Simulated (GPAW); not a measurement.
# Mg3TiO4 in GPAW: the effect of strain hydrostatic

The system is Mg3TiO4.

```
Ti Mg O
1.0
     4.14111    0.00000    0.00000
     0.00000    4.14111    0.00000
     0.00000    0.00000    4.14111
Ti Mg O
1 3 4
Direct
  0.00000 0.00000 0.00000
  0.50000 0.50000 0.00000
  0.50000 0.00000 0.50000
  0.00000 0.50000 0.50000
  0.00000 0.50000 0.00000
  0.00000 0.00000 0.50000
  0.50000 0.50000 0.50000
  0.50000 0.00000 0.00000
```

The cell comes from a database or a generator and needn't be the stable form of this composition.

Alike in all runs:

| Property | Result |
| --- | --- |
| Program | GPAW 26.7.0 |
| Task | band structure |
| Functional | PBEsol |
| Potentials or basis | PAW data sets generated in the run's folder for this functional |
| Cutoff | 800 eV |
| Basis | pw |
| k mesh | 6 × 6 × 6 |
| Occupations | fermi-dirac, width 0.05 eV |
| Spin | no spin polarisation |
| Maxiter | 150 |
| Band path | GXMGRX,MR |
| Band points | 60 |

```tsv
strain hydrostatic	pressure (GPa)
-0.04	14.4
-0.02	2.2
-0.01	-2.8
0	-7.2
0.01	-10.8
0.02	?
0.04	-19.2
```

Problem. What does the run with strain hydrostatic 0.02 give?

Solution. Pressure -13.9 GPa.

Worked out: A parabola through the other rows of the pressure, of slope -299 GPa per unit of strain hydrostatic there, gives -14.3 GPa, against the run's -13.9.

Caveats: the density grid can change from cell to cell, which puts small steps into energies and stress.
